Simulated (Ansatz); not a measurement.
Geometry optimisation, DFT PBE, scalar-relativistic, plane waves, PAW in Ansatz 0.2.0.

Input file:

```yaml
crystal:
  lattice:
    - [5.7988, 0.0, 0.0]
    - [0.0, 5.6546, 0.0]
    - [0.0, 0.0, 17.184923]
  atoms:
    - { symbol: W, position: [0.0, 0.0, 0.0581905] }
    - { symbol: C, position: [0.5, 0.25, 0.1555997] }
    - { symbol: W, position: [0.25, 0.0, 0.2043043] }
    - { symbol: C, position: [0.25, 0.25, 0.3017135] }
    - { symbol: W, position: [0.0, 0.5, 0.0581905] }
    - { symbol: C, position: [0.5, 0.75, 0.1555997] }
    - { symbol: W, position: [0.25, 0.5, 0.2043043] }
    - { symbol: C, position: [0.25, 0.75, 0.3017135] }
    - { symbol: W, position: [0.5, 0.0, 0.0581905] }
    - { symbol: C, position: [1.0, 0.25, 0.1555997] }
    - { symbol: W, position: [0.75, 0.0, 0.2043043] }
    - { symbol: C, position: [0.75, 0.25, 0.3017135] }
    - { symbol: W, position: [0.5, 0.5, 0.0581905] }
    - { symbol: C, position: [1.0, 0.75, 0.1555997] }
    - { symbol: W, position: [0.75, 0.5, 0.2043043] }
    - { symbol: C, position: [0.75, 0.75, 0.3017135] }
    - { symbol: C, position: [0.752969, 0.2379034, 0.3919088] }
    - { symbol: F, position: [0.7444662, 0.4729484, 0.4035179] }
    - { symbol: F, position: [0.5587331, 0.1128296, 0.4035179] }
    - { symbol: F, position: [0.9557078, 0.1279321, 0.4035179] }
basis:
  ecutwfc: 420.0
kpoints:
  mp_grid: { grid: [3, 3, 1] }
hamiltonian:
  xc: pbe
  pseudopotentials: { kind: paw, azcp: { folder: soft_1 } }
scf:
  occupations: { method: gaussian, width: 0.15 }
  lower_state_search: "off"
relax:
  f_tol: 0.03
  max_steps: 60
  adjacent_minimum: "off"
  constraints: [{ sites: [0, 4, 8, 12] }]
```

Launched with:

```bash
$ ansatz run input.yaml --threads 4 --pin off --max-ram 10240MiB --backend cpu --events-out ev --progress --plain --runs-dir out
```

Task: Where does it end, and by what steps?

Result: The run converged. The force dipped under the threshold on the way, but the program's further checks kept it going. Limits of this set-up: coarse k mesh, thin slab, slab without dipole correction, odd electron count without spin, a typed lattice constant that wasn't relaxed here. After 22 steps the energy has fallen by 10.957 eV; C4 moved furthest, 1.41 Å. Joined: C4–W11 (3.63 → 2.42 Å), C4–C12 (2.90 → 1.41 Å), C4–W15 (3.63 → 2.42 Å), C8–W11 (3.63 → 2.43 Å), C8–W15 (3.63 → 2.42 Å), C8–C16 (2.90 → 1.34 Å).

```tsv
step	energy less start (eV)	largest force component (eV/Å)	accepted
0	0.0000	7.470	yes
1	-3.2288	2.031	yes
2	-3.7462	1.704	yes
3	-3.7962	1.159	yes
4	-4.1339	0.761	yes
5	-4.5139	1.061	yes
6	-5.0527	1.267	yes
7	-5.6335	1.440	yes
8	-6.3120	1.749	yes
9	-7.1613	2.355	yes
10	-8.0852	2.969	yes
11	-9.0144	2.929	yes
12	-9.8349	3.456	yes
13	-10.6757	2.625	yes
14	-10.8703	0.414	yes
15	-10.9113	0.336	yes
16	-10.9380	0.453	yes
17	-10.9472	0.277	yes
18	-10.9280	0.678	no
19	-10.9550	0.171	yes
20	-10.9560	0.089	yes
21	-10.9567	0.026	yes
22	-10.9567	0.026	yes
```

```xyz
20
Lattice="5.7988 0.0000 0.0000 0.0000 5.6546 0.0000 0.0000 0.0000 17.1849" Properties=species:S:1:pos:R:3
W 0.000 0.000 1.000
C 2.934 1.413 2.528
W 1.408 -0.010 3.428
C 2.684 1.414 4.506
W 0.000 2.827 1.000
C 2.855 4.241 2.648
W 1.408 2.837 3.430
C 0.122 4.230 4.724
W 2.899 0.000 1.000
C 5.802 1.414 2.645
W 4.358 -0.018 3.505
C 3.971 1.413 5.094
W 2.899 2.827 1.000
C 5.719 4.241 2.478
W 4.357 2.845 3.506
C 4.639 4.242 5.097
C 4.257 1.407 6.568
F 3.752 2.497 7.196
F 3.723 0.329 7.192
F 5.598 1.389 6.795
```

Whether the end is a true minimum wasn't checked by a vibrational analysis.

Time of the run: 2.1 min on 4 threads of Arm Neoverse V2, with other jobs on the host, peak memory 1.4 GiB.
